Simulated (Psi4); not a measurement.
**SiHOF2 (SMILES O[Si](F)F) at ULCCD/3-21G (density fitting, density fitting for correlation)**

What is the energy change on altering one bond length of SiHOF2 at ULCCD/3-21G (density fitting, density fitting for correlation)? 

Program for the calculation: Psi4 1.11.

1 further run of the same task is left out (set aside as unsound or not needed).

## Step 1: The structure to begin with

SiHOF2 has 5 atoms, charge 0, and is taken as a doublet. SMILES: `O[Si](F)F`. Geometry: relaxed at PBE0-D4/def2-TZVP. This is one conformer, not always the lowest.

Bond lengths: O1–Si2 1.627 Å, Si2–F3 1.584 Å, Si2–F4 1.592 Å, O1–H5 0.959 Å. Angles: O1–Si2–F3 105.6°, O1–Si2–F4 111.0°, F3–Si2–F4 107.4°, Si2–O1–H5 118.5°.

## Step 2: The energy at ULCCD/3-21G (density fitting, density fitting for correlation)

File input.in:

```
memory 1.6 GB

molecule mol {
  0 2
  O      0.27363234     2.05583305    -0.40459036
  Si    -0.16421720    -0.69126182     0.90442292
  F      2.57399595    -1.76500420     1.45981343
  F     -1.50611172    -2.59138143    -1.00344457
  H     -1.17748835     2.99181440    -0.95620142
  units bohr
  symmetry c1
}

set {
  basis     3-21G
  reference uhf
  cc_type   df
}

result, w = energy("lccd", return_wfn=True)
```

On the command line:

```bash
$ psi4 -n 1 input.in input.out
```

input.out:

```text
[...]
  Running in c1 symmetry.
[...]
  Nuclear repulsion =  177.109287805460980
[...]
  Multiplicity = 2
[...]
  Nalpha       = 21
  Nbeta        = 20
[...]
    Number of basis functions: 42
[...]
   @DF-UHF iter   1:  -560.24941186152046   -9.23727e-01   1.21676e-02 ADIIS/DIIS
[...]
   @DF-UHF iter  13:  -560.35144969331361   -2.04636e-12   6.07938e-09 DIIS
[...]
   @S^2 Observed:                7.536021832E-01
[...]
    Orbital Energies [Eh]
    ---------------------
    Alpha Occupied:
       1A    -68.436744     2A    -26.152837     3A    -26.147220
       4A    -20.479818     5A     -6.231795     6A     -4.331689
       7A     -4.324989     8A     -4.324252     9A     -1.599614
      10A     -1.575874    11A     -1.380426    12A     -0.801325
      13A     -0.722744    14A     -0.690357    15A     -0.679479
      16A     -0.645820    17A     -0.631705    18A     -0.618675
      19A     -0.585218    20A     -0.541654    21A     -0.378292
    Alpha Virtual:
      22A      0.188938    23A      0.214650    24A      0.242464
      25A      0.326434    26A      0.407547    27A      0.567794
[...]
  @DF-UHF Final Energy:  -560.35144969331361
   => Energetics <=
    Nuclear Repulsion Energy =            177.1092878054609798
    One-Electron Energy =               -1133.0109999088849690
    Two-Electron Energy =                 395.5502624101102924
    Total Energy =                       -560.3514496933137252
  UHF NO Occupations:
  HONO-2 :   19  A 1.9995962
  HONO-1 :   20  A 1.9989896
[...]
 Multipole Moments:
 ------------------------------------------------------------------------------------
     Multipole            Electronic (a.u.)      Nuclear  (a.u.)        Total (a.u.)
 ------------------------------------------------------------------------------------
 L = 1.  Multiply by 2.5417464519 to convert [e a0] to [Debye]
 Dipole X            :         -0.1499348           -1.0073125           -1.1572472
 Dipole Y            :         -2.5713605            3.2666125            0.6952521
 Dipole Z            :          0.9382954           -0.5366228            0.4016727
 Magnitude           :                                                    1.4085232
[...]
	DF-SCS-MP2 Total Energy (a.u.)     :  -560.73845977312658
	DF-SOS-MP2 Total Energy (a.u.)     :  -560.73193688704441
	DF-SCS(N)-MP2 Total Energy (a.u.)  :  -560.54042686897446
[...]
	DF-MP2 Total Energy (a.u.)         :  -560.75150554529148
[...]
```

It took 5.4 s on 1 thread of Intel Xeon Platinum 8259CL at 2.50GHz (Skylake/Cascade Lake), shared host; peak memory 0.2 GiB.

## Step 3: The distorted shape at the same level

File run.py:

```python
import psi4

psi4.set_memory(1600000000)
psi4.set_num_threads(1)
psi4.core.set_output_file('psi4.out', False)

mol = psi4.geometry("""
0 2
O
Si 1 2.2776
F 2 1.583928 1 105.62012
F 2 1.592032 3 107.40597 1 118.49371
H 1 0.95927 2 118.48451 3 177.35452
units angstrom
symmetry c1
""")

psi4.set_options({
    'basis': '3-21G',
    'reference': 'uhf',
    'cc_type': 'df',
})

energy_value, wavefunction = psi4.energy("lccd", return_wfn=True)
print(f'lccd energy: {energy_value:.10f} Eh')
```

On the command line:

```bash
$ python run.py
```

psi4.out:

```text
[...]
  Running in c1 symmetry.
[...]
  Nuclear repulsion =  160.425311782993333
[...]
  Multiplicity = 2
[...]
  Nalpha       = 21
  Nbeta        = 20
[...]
    Number of basis functions: 42
[...]
   @DF-UHF iter   1:  -560.07111273620342   -1.23491e+00   1.42929e-02 DIIS/ADIIS
[...]
   @DF-UHF iter  23:  -560.27630970469852   -2.38742e-12   8.15161e-09 DIIS
[...]
   @S^2 Observed:                8.557568472E-01
[...]
    Orbital Energies [Eh]
    ---------------------
    Alpha Occupied:
       1A    -68.402169     2A    -26.145442     3A    -26.142055
       4A    -20.537546     5A     -6.197684     6A     -4.292911
       7A     -4.290116     8A     -4.286199     9A     -1.591037
      10A     -1.568220    11A     -1.391250    12A     -0.765163
      13A     -0.700354    14A     -0.680061    15A     -0.664304
      16A     -0.653114    17A     -0.633830    18A     -0.621819
      19A     -0.614820    20A     -0.564629    21A     -0.374354
    Alpha Virtual:
      22A      0.116831    23A      0.197915    24A      0.224743
      25A      0.271436    26A      0.444432    27A      0.508786
[...]
  @DF-UHF Final Energy:  -560.27630970469852
   => Energetics <=
    Nuclear Repulsion Energy =            160.4253117829933331
    One-Electron Energy =               -1100.0904383138429239
    Two-Electron Energy =                 379.3888168261511851
    Total Energy =                       -560.2763097046984058
  UHF NO Occupations:
  HONO-2 :   19  A 1.9990068
  HONO-1 :   20  A 1.9472402
[...]
 Multipole Moments:
 ------------------------------------------------------------------------------------
     Multipole            Electronic (a.u.)      Nuclear  (a.u.)        Total (a.u.)
 ------------------------------------------------------------------------------------
 L = 1.  Multiply by 2.5417464519 to convert [e a0] to [Debye]
 Dipole X            :         -0.6426195            0.9405307            0.2979111
 Dipole Y            :         -0.6077761            1.4371550            0.8293790
 Dipole Z            :          2.9888766           -3.7400675           -0.7511909
 Magnitude           :                                                    1.1579760
[...]
	DF-SCS-MP2 Total Energy (a.u.)     :  -560.65029461272798
	DF-SOS-MP2 Total Energy (a.u.)     :  -560.64455405445472
	DF-SCS(N)-MP2 Total Energy (a.u.)  :  -560.45618371135913
[...]
	DF-MP2 Total Energy (a.u.)         :  -560.66177572927438
[...]
```

Standard output:

```text
lccd energy: -560.6695334456 Eh
```

It took 6 s on 1 thread of Intel Xeon Platinum 8259CL at 2.50GHz (Skylake/Cascade Lake), shared host; peak memory 0.2 GiB.

## Step 4: Summary of results

At ULCCD/3-21G (density fitting, density fitting for correlation):

| quantity | value |
| --- | --- |
| first shape: total energy | -560.74937 Eh |
| first shape: HOMO energy (Hartree–Fock orbitals) (highest over α and β) | -10.29 eV |
| first shape: LUMO energy (Hartree–Fock orbitals) (lowest over α and β) | 0.74 eV |
| first shape: correlation energy | -397.9 mEh |
| first shape: ⟨S²⟩ of the reference determinant | 0.754 |
| distorted shape: total energy | -560.66953 Eh |
| distorted shape: HOMO energy (Hartree–Fock orbitals) (highest over α and β) | -10.19 eV |
| distorted shape: LUMO energy (Hartree–Fock orbitals) (lowest over α and β) | 0.97 eV |
| distorted shape: correlation energy | -393.2 mEh |
| distorted shape: ⟨S²⟩ of the reference determinant | 0.856 |
| energy change with the O1–Si2 bond stretched from 1.627 to 2.278 Å | 2.173 eV |

What this shows: With the O1–Si2 bond stretched from 1.627 to 2.278 Å the energy rises by 2.17 eV (210 kJ/mol). The first shape isn't relaxed at this level, so the change isn't measured from a minimum. ⟨S²⟩ (distorted shape) is 0.86 where a pure doublet has 0.75: the reference is spin-contaminated.
